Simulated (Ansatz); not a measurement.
# Zr4GePd: the cost of one run

Method: DFT PBE, scalar-relativistic, plane waves, PAW, in Ansatz 0.2.0.

1 further run of the same task is left out (it didn't finish).

## 1. The system as given

It takes space group F-43m (No. 216, cubic). The conventional cell has a = 7.307 Å, b = 7.307 Å, c = 7.307 Å, α = 90.00°, β = 90.00°, γ = 90.00°. Around Zr (site symmetry 3m) lie 6 Zr at 2.57 to 2.60 Å. Around Ge (site symmetry -43m) lie 12 Zr at 3.03 Å and 4 Pd at 3.16 Å. Pd (site symmetry -43m) is surrounded by 12 Zr at 3.03 Å and 4 Ge at 3.16 Å.

As a file:

```cif
data_structure
_symmetry_space_group_name_H-M 'F-43m'
_symmetry_Int_Tables_number 216
_cell_length_a 7.3068
_cell_length_b 7.3068
_cell_length_c 7.3068
_cell_angle_alpha 90.000
_cell_angle_beta 90.000
_cell_angle_gamma 90.000
_cell_volume 390.11
loop_
_atom_site_label
_atom_site_type_symbol
_atom_site_symmetry_multiplicity
_atom_site_Wyckoff_symbol
_atom_site_fract_x
_atom_site_fract_y
_atom_site_fract_z
_atom_site_occupancy
Zr1 Zr 16 e 0.12579 0.37421 0.37421 1
Ge1 Ge 4 d 0.25000 0.25000 0.75000 1
Pd1 Pd 4 b 0.50000 0.00000 0.00000 1
```

Recipe of the guess: species swapped into a database cell of TmNi4Au (F-43m, No. 216), with Ge on the Tm sites, Zr on the Ni sites and Pd on the Au sites. The dimensions are guesses.

## 2. The guess as it stands, on a coarse mesh

File input.yaml:

```yaml
crystal:
  lattice:
    - [0.0, 3.65340525, 3.65340525]
    - [3.65340525, 0.0, 3.65340525]
    - [3.65340525, 3.65340525, 0.0]
  atoms:
    - { symbol: Zr, position: [0.8742122, 0.37736341, 0.8742122] }
    - { symbol: Zr, position: [0.8742122, 0.8742122, 0.37736341] }
    - { symbol: Zr, position: [0.8742122, 0.8742122, 0.8742122] }
    - { symbol: Zr, position: [0.37736341, 0.8742122, 0.8742122] }
    - { symbol: Ge, position: [0.25, 0.25, 0.25] }
    - { symbol: Pd, position: [0.5, 0.5, 0.5] }
basis:
  ecutwfc: 420
kpoints:
  mp_grid: { grid: [4, 4, 4] }
hamiltonian:
  xc: pbe
scf:
  occupations: { method: gaussian, width: 0.1 }
  lower_state_search: "off"
output:
  forces: true
  stress: true
  eigenvalues: true
```

Started as:

```sh
$ ansatz run input.yaml --threads 1 --pin off --max-ram 2560MiB --backend cpu --events-out ev --progress --plain --runs-dir out
```

Q: Estimate wall time and peak memory on 1 thread of AMD EPYC (Zen 3), shared host.

About 6.3 s, with a peak of 0.38 GiB.
